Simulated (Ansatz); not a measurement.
# La3N2: the cost of one run

Program: Ansatz 0.2.0. Level of theory: DFT PBE, scalar-relativistic, plane waves, PAW. These are calculated values, not measurements.

## Step 1: The system as given

It takes space group P4/mbm (No. 127, tetragonal). The conventional cell has a = 8.106 Å, b = 8.106 Å, c = 3.930 Å, α = 90.00°, β = 90.00°, γ = 90.00°. La (site symmetry 4/m) has 4 N at 3.16 Å and 8 La at 3.62 Å as nearest neighbours. La (site symmetry m2m) is surrounded by 6 N at 3.05 to 3.11 Å. Around N (site symmetry m2m) lie 8 La at 3.05 to 3.16 Å and 1 N at 3.07 Å.

Structure file:

```
La N
1.0
     8.10640    0.00000    0.00000
     0.00000    8.10640    0.00000
     0.00000    0.00000    3.92998
La N
6 4
Direct
  0.00000 0.00000 0.00000
  0.50000 0.50000 0.00000
  0.16226 0.66226 0.50000
  0.33774 0.16226 0.50000
  0.83774 0.33774 0.50000
  0.66226 0.83774 0.50000
  0.63399 0.13399 0.00000
  0.86601 0.63399 0.00000
  0.36601 0.86601 0.00000
  0.13399 0.36601 0.00000
```

A structure generator made this guess: species swapped into a database cell of Y3Au2 (P4/mbm, No. 127), with La on the Y sites and N on the Au sites. Lengths come from tabulated atomic sizes and are only a guess.

## Step 2: A first look at the guess

File input.yaml:

```yaml
crystal:
  lattice:
    - [8.10640152, 0.0, 0.0]
    - [0.0, 8.10640152, 0.0]
    - [0.0, 0.0, 3.92998029]
  atoms:
    - { symbol: La, position: [0.0, 0.0, 0.0] }
    - { symbol: La, position: [0.5, 0.5, 0.0] }
    - { symbol: La, position: [0.16225999, 0.66225999, 0.5] }
    - { symbol: La, position: [0.33774001, 0.16225999, 0.5] }
    - { symbol: La, position: [0.83774001, 0.33774001, 0.5] }
    - { symbol: La, position: [0.66225999, 0.83774001, 0.5] }
    - { symbol: "N", position: [0.63398999, 0.13398999, 0.0] }
    - { symbol: "N", position: [0.86601001, 0.63398999, 0.0] }
    - { symbol: "N", position: [0.36601001, 0.86601001, 0.0] }
    - { symbol: "N", position: [0.13398999, 0.36601001, 0.0] }
basis:
  ecutwfc: 420
kpoints:
  mp_grid: { grid: [2, 2, 4] }
hamiltonian:
  xc: pbe
scf:
  occupations: { method: gaussian, width: 0.1 }
  lower_state_search: "off"
output:
  forces: true
  stress: true
  eigenvalues: true
```

Started as:

```console
ansatz run input.yaml --threads 1 --pin off --max-ram 2560MiB --backend cpu --events-out ev --progress --plain --runs-dir out
```

Q: Estimate wall time and peak memory on 1 thread of Intel Xeon 6975P-C (Granite Rapids), shared host.

About 6.5 s, with a peak of 0.55 GiB.
